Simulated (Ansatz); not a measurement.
# Br− with SiH₄: superposition error and deformation, part 2 of 2

Ansatz 0.2.0, Gaussian basis. The steps go on from the part before.

## 12. wB97X-V/def2-TZVPPD

File free-b/in.yaml:

```yaml
crystal:
  periodic: [false, false, false]
  atoms:
    - {symbol: Si, position_ang: [0.028862, -0.252515, 0.478490]}
    - {symbol: H, position_ang: [1.112718, -0.746635, -0.408209]}
    - {symbol: H, position_ang: [0.183198, 1.210501, 0.680738]}
    - {symbol: H, position_ang: [0.107960, -0.944638, 1.789945]}
    - {symbol: H, position_ang: [-1.288437, -0.529216, -0.148643]}
basis:
  gaussian: {orbitals: "def2-TZVPPD.json"}
hamiltonian: {xc: {name: wB97X-V}}
```

Run with:

```bash
$ ansatz run in.yaml --threads 2 --pin off --events-out ev --progress --plain --max-ram 5222MiB
```

Log (excerpt; [...] marks lines left out):

```text
Functional definition: wB97X-V
  name "wB97X-V"
  cite "Mardirossian & Head-Gordon, Phys. Chem. Chem. Phys. 16, 9904 (2014) doi:10.1039/C3CP54374A"
  cite "Becke, J. Chem. Phys. 107, 8554 (1997) doi:10.1063/1.475007"
  cite "Vydrov & Van Voorhis, J. Chem. Phys. 133, 244103 (2010) doi:10.1063/1.3521275"
[...]
      + integral(e_c_pw_opposite_spin*poly(b97_u_opposite, cos0, cos1)) + vv10(b, c)
551 factors; their error is unknown
174 factors; integrals over basis functions are off by at most 1.3e-5 eV
[...]
mean field -7941.38364902 eV, -291.8404662383 hartree, gradient 4.7e-6 eV, S^2 0.000000; 0 other end points of the search recorded, 0 dependent functions left out
reference -7941.38364729 eV, -291.8404661748 hartree; 9, 9 occupied and 107, 107 virtual orbitals, 551 factors
Total energy: -7941.38364729 eV, -291.8404661748 hartree
```

Run time: 1.3 s. Hardware: 2 threads of Intel Xeon 6975P-C, shared host.

## 13. wB97M-V/def2-TZVPPD

Edit free-b/in.yaml of step 12 so:

```diff
@@ -10,2 +10,2 @@
   gaussian: {orbitals: "def2-TZVPPD.json"}
-hamiltonian: {xc: {name: wB97X-V}}
+hamiltonian: {xc: {name: wB97M-V}}
```

Run with:

```bash
$ ansatz run in.yaml --threads 2 --pin off --events-out ev --progress --plain --max-ram 5222MiB
```

Log (excerpt; [...] marks lines left out):

```text
[... 5 set-up lines as earlier in the session ...]
  # Of w^i u^j: cxij and so on, Table III.
[...]
  gx(w, u) = 1 - cx + cx01*u + cx10*w
  gss(w, u) = css00 + css04*u^4 + css10*w + css20*w^2 + css43*w^4*u^3
  gos(w, u) = cos00 + cos10*w + (cos20 + cos21*u)*w^2 + (cos60 + cos61*u)*w^6
[...]
      + integral(e_c_pw_mod_opposite_spin*gos(b97_w_opposite, b97_u_opposite)) + vv10(b, c)
546 factors; their error is unknown
174 factors; integrals over basis functions are off by at most 1.3e-5 eV
[...]
mean field -7941.54602254 eV, -291.8464333551 hartree, gradient 5.8e-6 eV, S^2 0.000000; 0 other end points of the search recorded, 0 dependent functions left out
reference -7941.54606534 eV, -291.8464349278 hartree; 9, 9 occupied and 107, 107 virtual orbitals, 546 factors
Total energy: -7941.54606534 eV, -291.8464349278 hartree
```

Run time: 1.2 s. Hardware: 2 threads of Intel Xeon 6975P-C, shared host.

## 14. B2PLYP/def2-TZVPPD

Edit free-b/in.yaml of step 13 so:

```diff
@@ -10,2 +10,2 @@
   gaussian: {orbitals: "def2-TZVPPD.json"}
-hamiltonian: {xc: {name: wB97M-V}}
+hamiltonian: {xc: {name: B2PLYP}}
```

Run with:

```bash
$ ansatz run in.yaml --threads 2 --pin off --events-out ev --progress --plain --max-ram 5222MiB
```

Log (excerpt; [...] marks lines left out):

```text
[... 5 set-up lines as earlier in the session ...]
[...]
630 factors; integrals over basis functions are off by at most 7.5e-4 eV
[...]
mean field -7937.89990561 eV, -291.7124410292 hartree, gradient 2.7e-6 eV, S^2 0.000000; 0 other end points of the search recorded, 0 dependent functions left out
5 core orbitals not correlated: weight in the atoms' cores, before any rotation towards them, 1.000 or more for the frozen orbitals, at most 0.000 for the correlated occupied ones
reference -7937.90004185 eV, -291.7124460362 hartree; 4, 4 occupied and 107, 107 virtual orbitals, 630 factors
second order -4.79980739 eV of doubles, -0.00000000 eV of singles
Total energy: -7939.19598985 eV, -291.7600712466 hartree
```

Wall time 0.75 s (2 threads of Intel Xeon 6975P-C, shared host).

## 15. BLYP-D4/def2-TZVPPD

Edit free-b/in.yaml of step 14 so:

```diff
@@ -10,2 +10,2 @@
   gaussian: {orbitals: "def2-TZVPPD.json"}
-hamiltonian: {xc: {name: B2PLYP}}
+hamiltonian: {xc: {name: BLYP}, dispersion: d4}
```

Run with:

```bash
$ ansatz run in.yaml --threads 2 --pin off --events-out ev --progress --plain --max-ram 5222MiB
```

Log (excerpt; [...] marks lines left out):

```text
Functional definition: BLYP
  name "BLYP"
[... 2 set-up lines as earlier in the session ...]
  parameter beta = 0.0042
  parameter a = 0.04918
  parameter b = 0.132
  parameter c = 0.2533
  parameter d = 0.349
  exchange = b88_x(beta = beta)
  correlation = lyp_c(a = a, b = b, c = c, d = d)
541 factors; their error is unknown
mean field evaluation 1: about -7941.3319 eV, gradient 1.6e1 eV
mean field evaluation 2: about -7942.0297 eV, gradient 9.0e0 eV
mean field evaluation 4: about -7942.3418 eV, gradient 1.4e-1 eV
mean field evaluation 8: about -7942.3272 eV, gradient 2.9e-1 eV
mean field -7942.32727068 eV, -291.8751436946 hartree, gradient 4.8e-5 eV, S^2 0.000000; 0 other end points of the search recorded, 0 dependent functions left out
reference -7942.32755522 eV, -291.8751541515 hartree; 9, 9 occupied and 107, 107 virtual orbitals, 541 factors
Total energy: -7942.42596876 eV, -291.8787707821 hartree
```

It took 0.55 s on 2 threads of Intel Xeon 6975P-C, shared host.

## 16. revPBE-D4/def2-TZVPPD

Edit free-b/in.yaml of step 15 so:

```diff
@@ -10,2 +10,2 @@
   gaussian: {orbitals: "def2-TZVPPD.json"}
-hamiltonian: {xc: {name: BLYP}, dispersion: d4}
+hamiltonian: {xc: {name: revPBE}, dispersion: d4}
```

Run with:

```bash
$ ansatz run in.yaml --threads 2 --pin off --events-out ev --progress --plain --max-ram 5222MiB
```

Log (excerpt; [...] marks lines left out):

```text
Functional definition: revPBE
  name "revPBE"
  cite "Zhang & Yang, Phys. Rev. Lett. 80, 890 (1998) doi:10.1103/PhysRevLett.80.890"
[... 1 set-up line as earlier in the session ...]
  parameter kappa = 1.245
[... 3 set-up lines as earlier in the session ...]
541 factors; their error is unknown
mean field evaluation 1: about -7940.1973 eV, gradient 1.4e1 eV
mean field evaluation 2: about -7940.7858 eV, gradient 7.2e0 eV
mean field evaluation 4: about -7940.9905 eV, gradient 1.3e-1 eV
mean field evaluation 8: about -7940.9764 eV, gradient 2.7e-1 eV
mean field -7940.97649115 eV, -291.8255034624 hartree, gradient 5.0e-5 eV, S^2 0.000000; 0 other end points of the search recorded, 0 dependent functions left out
reference -7940.97653470 eV, -291.8255050628 hartree; 9, 9 occupied and 107, 107 virtual orbitals, 541 factors
Total energy: -7941.13090292 eV, -291.8311779905 hartree
```

Run time: 0.5 s. Hardware: 2 threads of Intel Xeon 6975P-C, shared host.

## 17. B97M-V/def2-TZVPPD

Edit free-b/in.yaml of step 16 so:

```diff
@@ -10,2 +10,2 @@
   gaussian: {orbitals: "def2-TZVPPD.json"}
-hamiltonian: {xc: {name: revPBE}, dispersion: d4}
+hamiltonian: {xc: {name: B97M-V}}
```

Run with:

```bash
$ ansatz run in.yaml --threads 2 --pin off --events-out ev --progress --plain --max-ram 5222MiB
```

Log (excerpt; [...] marks lines left out):

```text
[... 5 set-up lines as earlier in the session ...]
  # Of w^i u^j: cxij and so on, Table III.
[...]
  gx(w, u) = cx00 + cx01*u + cx02*u^2 + (cx10 + cx11*u)*w
  gss(w, u) = css00 + css02*u^2 + css10*w + (css32*w^3 + css42*w^4)*u^2
  gos(w, u) = cos00 + cos01*u + cos03*u^3 + cos10*w + cos32*w^3*u^2
[...]
      + integral(e_c_pw_mod_opposite_spin*gos(b97_w_opposite, b97_u_opposite)) + vv10(b, c)
541 factors; their error is unknown
[...]
mean field -7940.58737174 eV, -291.8112035880 hartree, gradient 1.6e-5 eV, S^2 0.000000; 0 other end points of the search recorded, 0 dependent functions left out
reference -7940.58742330 eV, -291.8112054830 hartree; 9, 9 occupied and 107, 107 virtual orbitals, 541 factors
Total energy: -7940.58742330 eV, -291.8112054830 hartree
```

Wall time 1.5 s (2 threads of Intel Xeon 6975P-C, shared host).

## 18. HSE06-D4/def2-TZVPPD

Edit free-b/in.yaml of step 17 so:

```diff
@@ -10,2 +10,2 @@
   gaussian: {orbitals: "def2-TZVPPD.json"}
-hamiltonian: {xc: {name: B97M-V}}
+hamiltonian: {xc: hse06, dispersion: d4}
```

Run with:

```bash
$ ansatz run in.yaml --threads 2 --pin off --events-out ev --progress --plain --max-ram 5222MiB
```

Log (excerpt; [...] marks lines left out):

```text
Functional definition: HSE06
  name "HSE06"
  cite "Heyd, Scuseria & Ernzerhof, J. Chem. Phys. 118, 8207 (2003) doi:10.1063/1.1564060"
  cite "Krukau, Vydrov, Izmaylov & Scuseria, J. Chem. Phys. 125, 224106 (2006) doi:10.1063/1.2404663"
  cite "Heyd & Scuseria, J. Chem. Phys. 120, 7274 (2004) doi:10.1063/1.1668634"
  cite "Ernzerhof & Perdew, J. Chem. Phys. 109, 3313 (1998) doi:10.1063/1.476928"
[... 2 set-up lines as earlier in the session ...]
[...]
  # The whole range is PBE's own exchange, as in plane waves. The composition of these papers is wPBEh.
[...]
558 factors; their error is unknown
66 factors; integrals over basis functions are off by at most 2.9e-6 eV
[...]
mean field -7938.90201153 eV, -291.7492677426 hartree, gradient 7.3e-5 eV, S^2 0.000000; 0 other end points of the search recorded, 0 dependent functions left out
reference -7938.90204609 eV, -291.7492690127 hartree; 9, 9 occupied and 107, 107 virtual orbitals, 558 factors
Total energy: -7938.93376611 eV, -291.7504347021 hartree
```

Run time: 0.6 s. Hardware: 2 threads of Intel Xeon 6975P-C, shared host.

## 19. CCSD(T)/def2-TZVPPD

Edit free-b/in.yaml of step 18 so:

```diff
@@ -10,2 +10,2 @@
   gaussian: {orbitals: "def2-TZVPPD.json"}
-hamiltonian: {xc: hse06, dispersion: d4}
+correlation: {method: ccsd_t}
```

Run with:

```bash
$ ansatz run in.yaml --threads 2 --pin off --events-out ev --progress --plain --max-ram 5222MiB
```

Log (excerpt; [...] marks lines left out):

```text
[... 4 set-up lines as earlier in the session ...]
[...]
630 factors; integrals over basis functions are off by at most 7.5e-4 eV
[...]
mean field -7925.54747278 eV, -291.2584974956 hartree, gradient 5.7e-7 eV, S^2 0.000000; 0 other end points of the search recorded, 0 dependent functions left out
5 core orbitals not correlated: weight in the atoms' cores, before any rotation towards them, 1.000 or more for the frozen orbitals, at most 0.000 for the correlated occupied ones
reference -7925.54747278 eV, -291.2584974956 hartree; 4, 4 occupied and 107, 107 virtual orbitals, 630 factors
second order -3.92028180 eV of doubles, -0.00000000 eV of singles
cycle   1  -4.50945864 eV  change   -5.9e-1 eV  update   5.5e-2
[...]
cycle   8  -4.73157046 eV  change   -3.6e-6 eV  update   5.2e-6
perturbative correction -0.10622839 eV, -0.0039038213 hartree
Total energy: -7930.38527163 eV, -291.4362833241 hartree
```

Wall time 1.3 s (2 threads of Intel Xeon 6975P-C, shared host); peak memory 0.46 GiB.

## 20. The split

```tsv
method	interaction with counterpoise (kJ/mol)	without	superposition error	deformation	binding energy
PBE-D4	-41.53	-41.99	0.47	9.58	-31.94
revPBE-D4	-39.68	-40.13	0.46	9.67	-30.01
BLYP-D4	-34.50	-35.00	0.50	10.25	-24.26
r2SCAN-D4	-38.91	-39.31	0.40	10.64	-28.27
B97M-V	-38.41	-39.22	0.81	10.64	-27.78
PBE0-D4	-40.73	-41.16	0.43	10.59	-30.14
B3LYP-D4	-35.52	-35.99	0.46	11.04	-24.48
HSE06-D4	-40.76	-41.19	0.44	10.58	-30.18
wB97X-V	-36.90	-37.39	0.48	11.22	-25.68
wB97M-V	-39.20	-39.61	0.41	11.17	-28.03
B2PLYP	-29.28	-31.13	1.85	11.51	-17.77
Hartree-Fock	-16.82	-17.24	0.42	13.32	-3.50
MP2	-34.43	-39.43	5.00	11.94	-22.49
CCSD	-30.36	-34.95	4.59	11.54	-18.82
CCSD(T)	-32.59	-37.77	5.18	11.30	-21.28
```

## 21. Summary of results

What follows sums up all 2 parts.

```
            quantity          value
interaction, CCSD(T)  -32.59 kJ/mol
 superposition error    5.18 kJ/mol
         deformation   11.30 kJ/mol
      binding energy  -21.28 kJ/mol
```

In this basis the superposition error is 5.18 kJ/mol for CCSD(T) and 0.49 kJ/mol on average for the plain functionals: correlated methods borrow far more, since they need many more functions to converge. Deformation takes back 35 % of the interaction.
